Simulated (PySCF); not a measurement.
**Solver options tried on As2⁻**

Aim: find out which solver settings change the answer for As2⁻.

Computed with PySCF 2.14.0. Level: method and basis as typed in the scripts.

3 further runs of the same task are left out: 3 that didn't finish.

## (1) Where the work starts

As2⁻: 2 atoms, charge -1, spin multiplicity 2.

No contacts short enough for the rule that draws bonds.

## (2) Base script

Contents of input.py:

```python
from pyscf import gto, dft

mol = gto.M(
    atom='As 0 0 0; As 0 0 2.817',
    basis='pcseg-1',
    charge=-1,
    spin=1,
    verbose=4,
)
mf = dft.UKS(mol, xc='bp86')
mf = mf.density_fit(auxbasis='def2-universal-jkfit')
mf = mf.newton()
mf.kernel()
mf.stability(internal=True, external=True)
mf.dip_moment()
print('orbital energies (hartree):', [e[max(0, n-3):n+3].round(4) for e, n in zip(mf.mo_energy, mol.nelec)])
```

Command:

```bash
python input.py
```

The log of this run is left out.

Base result: E(SCF) = -4471.796307 Eh, 2 macro-iterations, ⟨S²⟩ = 0.751, internal unstable; real -> complex stable; UHF/UKS -> GHF/GKS unstable.

The bond length is a typed value, not an optimised one. The dipole of an ion depends on the origin. A lower solution of the same kind exists, so this energy is an upper bound.

## (3) DIIS space 2

Edit 1 changes DIIS space: default → 2.

Contents of input.py:

```python
from pyscf import gto, dft

mol = gto.M(
    atom='As 0 0 0; As 0 0 2.817',
    basis='pcseg-1',
    charge=-1,
    spin=1,
    verbose=4,
)
mf = dft.UKS(mol, xc='bp86')
mf = mf.density_fit(auxbasis='def2-universal-jkfit')
mf.diis_space = 2
mf = mf.newton()
mf.kernel()
mf.stability(internal=True, external=True)
mf.dip_moment()
print('orbital energies (hartree):', [e[max(0, n-3):n+3].round(4) for e, n in zip(mf.mo_energy, mol.nelec)])
```

Command:

```bash
python input.py
```

## (4) DIIS space 4

Edit 2 changes DIIS space: default → 4.

Edit input.py of step 2 so:

```diff
@@ -11,2 +11,3 @@
 mf = mf.density_fit(auxbasis='def2-universal-jkfit')
+mf.diis_space = 4
 mf = mf.newton()
```

What does the calculation give? Wanted: for each run, E(SCF); from base; gap, α spin; after the SCF.

As calculated:

```
         run  E(SCF) (hartree)  from base (eV)   cycles  gap, α spin (eV)                           after the SCF
        base      -4471.796307               0  2 macro             -0.05  unstable: internal, UHF/UKS -> GHF/GKS
DIIS space 2      -4471.796307          0.0000  2 macro             -0.05  unstable: internal, UHF/UKS -> GHF/GKS
DIIS space 4      -4471.796307          0.0000  2 macro             -0.05  unstable: internal, UHF/UKS -> GHF/GKS
```

The highest filled level of this anion is positive: the basis lacks diffuse functions or the electron is not bound, so these numbers hang on the basis. The SCF energy stays the same, to the digits that matter, with DIIS space 2 or DIIS space 4. The cycles with DIIS space 2 or DIIS space 4 repeat those of the base digit for digit, so the setting never acted.
